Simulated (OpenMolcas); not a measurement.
# One shape, several levels: CH5BClNO (SMILES NB(Cl)CO)

We compute a comparison of 6 runs (HF/STO-3G, B3LYP/6-31G*, PBE/6-31G*, TPSS/6-31G*, r2SCAN/6-31G*, MP2/6-31G*) of CH5BClNO. 

The results are computed with OpenMolcas 26.06.

1 further run of the same task is left out (set aside as unsound or not needed).

**1. The structure to begin with**

CH5BClNO: 10 atoms, total charge 0, spin state singlet. SMILES: `NB(Cl)CO`. Geometry: relaxed at PBE0-D4/def2-TZVP. This is a higher conformer, about 10 kJ/mol above the lowest found by a separate search.

Bond lengths: N1–B2 1.386 Å, B2–Cl3 1.784 Å, B2–C4 1.577 Å, C4–O5 1.413 Å, N1–H6 1.005 Å, N1–H7 1.006 Å, C4–H8 1.096 Å, C4–H9 1.105 Å, O5–H10 0.962 Å. Some angles: N1–B2–Cl3 118.3°, N1–B2–C4 123.5°, Cl3–B2–C4 118.2°, B2–C4–O5 116.0°, B2–N1–H6 123.2°, B2–N1–H7 122.4°, B2–C4–H8 109.8°, B2–C4–H9 107.4°, O5–C4–H8 107.3°, O5–C4–H9 110.4°.

**2. Energy and forces at HF/STO-3G (run 1)**

Contents of mol.xyz:

```xyz
10

N     -1.481300     0.770100     0.263800
B     -0.131200     0.458300     0.272600
Cl     0.978400     1.531400     1.166200
C      0.484800    -0.764800    -0.509200
O      1.724500    -1.243900    -0.030200
H     -1.860400     1.585400     0.713900
H     -2.164100     0.196600    -0.201200
H     -0.217400    -1.606600    -0.495200
H      0.570000    -0.469000    -1.570200
H      2.179800    -0.508700     0.392200
```

Contents of test.input:

```
&GATEWAY
  BasLib=$CurrDir
  Coord=mol.xyz
  Basis=STO-3G
  Group=NoSym

&SEWARD

&SCF
  Thresholds=1e-10 1e-07 1e-07 1e-05
  PrOrbitals=1 1

&ALASKA
```

The basis set STO-3G is read from a file made from the Basis Set Exchange's data (not shown).

Started as:

```bash
$ export MOLCAS_MEM=1860
$ pymolcas test.input > test.log
```

Standard output:

```text
--- Start Module: gateway ---
[...]
--- Stop Module: gateway /rc=_RC_ALL_IS_WELL_ ---
[...]
      Basis functions           34
[...]
--- Start Module: scf ---
[...]
       Convergence after  11 Iterations
[...]
::    Total SCF energy                               -646.9377268972
[...]
      Total spin, S                                     0.0000000000
[...]
      Total electronic charge=   48.000000
      Total            charge=   -0.000000
[...]
      Dipole Moment (debye):
      Origin of the operator (angstrom)=    0.4722    0.4246    0.4269
                   X= -3.4436E+00               Y=  5.4830E-01               Z= -9.0051E-01           Total=  3.6014E+00
      Quadrupole Moment (debye*angstrom):
[...]
 *              Molecular gradients               *
 **************************************************
  Irreducible representation: a
 ------------------------------------------------------------------------------------------
                              X                       Y                       Z
 ------------------------------------------------------------------------------------------
  N1               -3.09028834118639E-02    7.26061785081789E-03   -2.98526621796746E-04
  B2                2.63850431344301E-02   -5.36199722909991E-03    1.81304493728085E-03
  CL3              -7.20463051011677E-03   -8.18606454299520E-03   -6.53756963239438E-03
  C4                1.24788183506452E-02   -2.80632057384089E-03    1.28253407008527E-02
  O5               -7.31001840885703E-03    4.43170885562605E-02    7.40779721130042E-03
  H6                7.19597170047859E-03   -1.09816217445258E-02   -6.79914653634817E-03
  H7                1.07469349038349E-02    6.87959209774114E-03    6.76405896786414E-03
  H8               -1.06223628806701E-03   -1.55306661593269E-03    1.08047752052864E-04
[...]
```

Wall time 3.3 s (1 thread of AMD EPYC 7R43 (Zen 3), shared host); peak memory 0.37 GiB.

**3. Energy and gradient at B3LYP/6-31G(d) (spherical functions) (run 2)**

Contents of run.input:

```
&GATEWAY
  BasLib=$CurrDir
  Coord
  10
  angstrom
  N       -1.481300       0.770100       0.263800
  B       -0.131200       0.458300       0.272600
  Cl       0.978400       1.531400       1.166200
  C        0.484800      -0.764800      -0.509200
  O        1.724500      -1.243900      -0.030200
  H       -1.860400       1.585400       0.713900
  H       -2.164100       0.196600      -0.201200
  H       -0.217400      -1.606600      -0.495200
  H        0.570000      -0.469000      -1.570200
  H        2.179800      -0.508700       0.392200
  Basis=6-31Gs
  Group=NoSym

&SEWARD
  GridInput
  Grid=UltraFine
  End of Grid

&SCF
  KSDFT=B3LYP
  Thresholds=1e-10 1e-07 1e-07 1e-05
  PrOrbitals=1 1

&ALASKA
```

The basis set 6-31G* is read from a file made from the Basis Set Exchange's data (not shown).

Started as:

```bash
$ export MOLCAS_MEM=1860
$ pymolcas run.input > run.log
```

Standard output:

```text
--- Start Module: gateway ---
[...]
--- Stop Module: gateway /rc=_RC_ALL_IS_WELL_ ---
[...]
      Basis functions           84
[...]
--- Start Module: scf ---
[...]
       Convergence after  14 Iterations
[...]
::    Total KS-DFT energy                            -656.2084345533
[...]
      Total spin, S                                     0.0000000000
[...]
      Total electronic charge=   48.000000
      Total            charge=   -0.000000
[...]
      Dipole Moment (debye):
      Origin of the operator (angstrom)=    0.4722    0.4246    0.4269
                   X= -3.3471E+00               Y=  1.1100E+00               Z= -5.8816E-01           Total=  3.5751E+00
      Quadrupole Moment (debye*angstrom):
[...]
 *              Molecular gradients               *
 **************************************************
  Irreducible representation: a
 ------------------------------------------------------------------------------------------
                              X                       Y                       Z
 ------------------------------------------------------------------------------------------
  N1                4.09709215221099E-04   -4.16653537583356E-04   -5.08480408113465E-05
  B2                1.18792994029326E-03    2.79220820197512E-03    1.19049412245031E-03
  CL3              -4.52997543255051E-03   -6.07296120944412E-03   -4.26730429683708E-03
  C4                2.07331977875347E-03   -1.04811975543662E-03    2.12415425509338E-03
  O5               -2.56149605258393E-03    9.67753091577350E-03    6.53874192275694E-04
  H6                2.43767887148971E-03   -3.93186703823867E-03   -2.23722386655623E-03
  H7                3.71166202371276E-03    2.60678161285854E-03    2.25766158368934E-03
  H8                1.10766822254638E-03    1.83903133941055E-03    4.01346374899025E-04
[...]
```

Wall time 42 s (1 thread of AMD EPYC 7R43 (Zen 3), shared host); peak memory 0.46 GiB.

Run 3 isn't shown in full; the table further down has it.

**4. Energy and gradient at TPSS/6-31G(d) (spherical functions) (run 4)**

Contents of mol.input:

```
&gateway
  baslib = $CurrDir
  coord
  10
  angstrom
  N       -1.481300       0.770100       0.263800
  B       -0.131200       0.458300       0.272600
  Cl       0.978400       1.531400       1.166200
  C        0.484800      -0.764800      -0.509200
  O        1.724500      -1.243900      -0.030200
  H       -1.860400       1.585400       0.713900
  H       -2.164100       0.196600      -0.201200
  H       -0.217400      -1.606600      -0.495200
  H        0.570000      -0.469000      -1.570200
  H        2.179800      -0.508700       0.392200
  basis = 6-31Gs
  group = NoSym

&seward
  gridinput
  Grid=UltraFine
  End of Grid

&scf
  ksdft = 2
  1.0 MGGA_X_TPSS
  1.0 MGGA_C_TPSS
  thresholds = 1e-10 1e-07 1e-07 1e-05
  prorbitals = 1 1

&alaska
```

The basis set 6-31G* is read from a file made from the Basis Set Exchange's data (not shown).

Started as:

```bash
$ export MOLCAS_MEM=1860
$ pymolcas mol.input > mol.log
```

Standard output:

```text
--- Start Module: gateway ---
[...]
--- Stop Module: gateway /rc=_RC_ALL_IS_WELL_ ---
[...]
      Basis functions           84
[...]
--- Start Module: scf ---
[...]
       Convergence after  16 Iterations
[...]
::    Total KS-DFT energy                            -656.2349313284
[...]
      Total spin, S                                     0.0000000000
[...]
      Total electronic charge=   48.000000
      Total            charge=   -0.000000
[...]
      Dipole Moment (debye):
      Origin of the operator (angstrom)=    0.4722    0.4246    0.4269
                   X= -3.3700E+00               Y=  1.0964E+00               Z= -5.7345E-01           Total=  3.5900E+00
      Quadrupole Moment (debye*angstrom):
[...]
 *              Molecular gradients               *
 **************************************************
  Irreducible representation: a
 ------------------------------------------------------------------------------------------
                              X                       Y                       Z
 ------------------------------------------------------------------------------------------
  N1                7.43345541087237E-04   -9.56688428941588E-04   -5.06417549102967E-04
  B2               -2.79304852392737E-03    3.11754778830498E-03    6.96924886272487E-04
  CL3              -5.03458620735842E-03   -6.28194017602191E-03   -4.56606586718067E-03
  C4                5.81621115167685E-03   -3.32351799739561E-03    3.08264101725708E-03
  O5               -4.79719855165328E-03    1.86055309667488E-02    1.76647843729461E-03
  H6                4.43627744745356E-03   -7.14599093206880E-03   -3.92769001504067E-03
  H7                6.64709237089989E-03    4.62516873716012E-03    3.99482783518756E-03
  H8                1.77641114607052E-03    3.67400495683912E-03    3.66445152589101E-04
[...]
```

It took 61 s on 1 thread of AMD EPYC 7R43 (Zen 3), shared host; peak memory 0.46 GiB.

Run 5 isn't shown in full; the table further down has it.

**5. A single-point energy at MP2/6-31G(d) (spherical functions) (run 6)**

Contents of job.inp:

```
* CH5BClNO MP2
&GATEWAY
BasLib = $CurrDir
Coord
10
angstrom
N       -1.481300       0.770100       0.263800
B       -0.131200       0.458300       0.272600
Cl       0.978400       1.531400       1.166200
C        0.484800      -0.764800      -0.509200
O        1.724500      -1.243900      -0.030200
H       -1.860400       1.585400       0.713900
H       -2.164100       0.196600      -0.201200
H       -0.217400      -1.606600      -0.495200
H        0.570000      -0.469000      -1.570200
H        2.179800      -0.508700       0.392200
Basis = 6-31Gs
Group = NoSym
&SEWARD
&SCF
Thresholds = 1e-10 1e-07 1e-07 1e-05
PrOrbitals = 1
&MBPT2
Frozen = 9
```

The basis set 6-31G* is read from a file made from the Basis Set Exchange's data (not shown).

Started as:

```bash
$ export MOLCAS_MEM=1860
$ pymolcas job.inp > job.log
```

Standard output:

```text
--- Start Module: gateway ---
[...]
--- Stop Module: gateway /rc=_RC_ALL_IS_WELL_ ---
[...]
      Basis functions           84
[...]
--- Start Module: scf ---
[...]
       Convergence after  13 Iterations
[...]
::    Total SCF energy                               -654.3315440664
[...]
      Total spin, S                                     0.0000000000
[...]
      Total electronic charge=   48.000000
      Total            charge=   -0.000000
[...]
      Dipole Moment (debye):
      Origin of the operator (angstrom)=    0.4722    0.4246    0.4269
                   X= -3.4405E+00               Y=  1.0997E+00               Z= -7.1761E-01           Total=  3.6826E+00
      Quadrupole Moment (debye*angstrom):
[...]
--- Stop Module: scf /rc=_RC_ALL_IS_WELL_ ---
[...]
--- Start Module: mbpt2 ---
[...]
WARNING!
Default frozen orbitals as non valence orbitals is overwritten by user input.
Default values:   9
[...]
       Reference weight ( Cref**2 )         =        0.82388
::    Total MBPT2 energy                             -655.0015290038
[...]
      Total MBPT2 calculations                           0.32      0.38
--- Stop Module: mbpt2 /rc=_RC_ALL_IS_WELL_ ---
[...]
```

Wall time 9 s (1 thread of AMD EPYC 7R43 (Zen 3), shared host); peak memory 0.46 GiB.

**6. All runs side by side**

| run | level | integration grid | task | energy (Eh) | dipole moment (D) of the reference | HOMO energy (eV) | LUMO energy (eV) | wall time |
| --- | --- | --- | --- | --- | --- | --- | --- | --- |
| 1 | HF/STO-3G | – | gradient | -646.937727 | 3.60 | -9.23 | 7.91 | 3.3 s |
| 2 | B3LYP/6-31G* (spherical functions) | UltraFine | gradient | -656.208435 | 3.58 | -6.86 | 0.46 | 42 s |
| 3 | PBE/6-31G* (spherical functions) | UltraFine | gradient | -655.755425 | 3.53 | -5.35 | -0.33 | 47 s |
| 4 | TPSS/6-31G* (spherical functions) | UltraFine | gradient | -656.234931 | 3.59 | -5.53 | -0.20 | 61 s |
| 5 | r2SCAN/6-31G* (spherical functions) | UltraFine | gradient | -656.048811 | 3.59 | -5.84 | -0.07 | 59 s |
| 6 | MP2/6-31G* (spherical functions) | – | energy | -655.001529 | 3.68 | -11.55 | 4.55 | 9 s |

**7. Outcome**

| quantity | value |
| --- | --- |
| run 6: total energy | -655.00153 Eh |
| run 6: dipole moment (mean-field density) | 3.68 D |
| run 6: HOMO energy (Hartree–Fock orbitals) | -11.55 eV |
| run 6: LUMO energy (Hartree–Fock orbitals) | 4.55 eV |
| run 6: HOMO–LUMO gap (Hartree–Fock orbitals) | 16.10 eV |
| run 6: correlation energy (9 core orbitals frozen) | -670.0 mEh |

Over runs 1, 2, 3, 4, 5 the dipole moment (its size) runs from 3.53 D (PBE/6-31G*) to 3.60 D (HF/STO-3G). The two ends differ in method and basis. Over runs 1, 2, 3, 4, 5 the HOMO–LUMO gap runs from 5.02 eV (PBE/6-31G*) to 17.15 eV (HF/STO-3G). Totals of different functionals can't be ranked against each other. In run 1 the basis is minimal, so the values are rough. All runs together took 3.7 min, the longest 61 s.
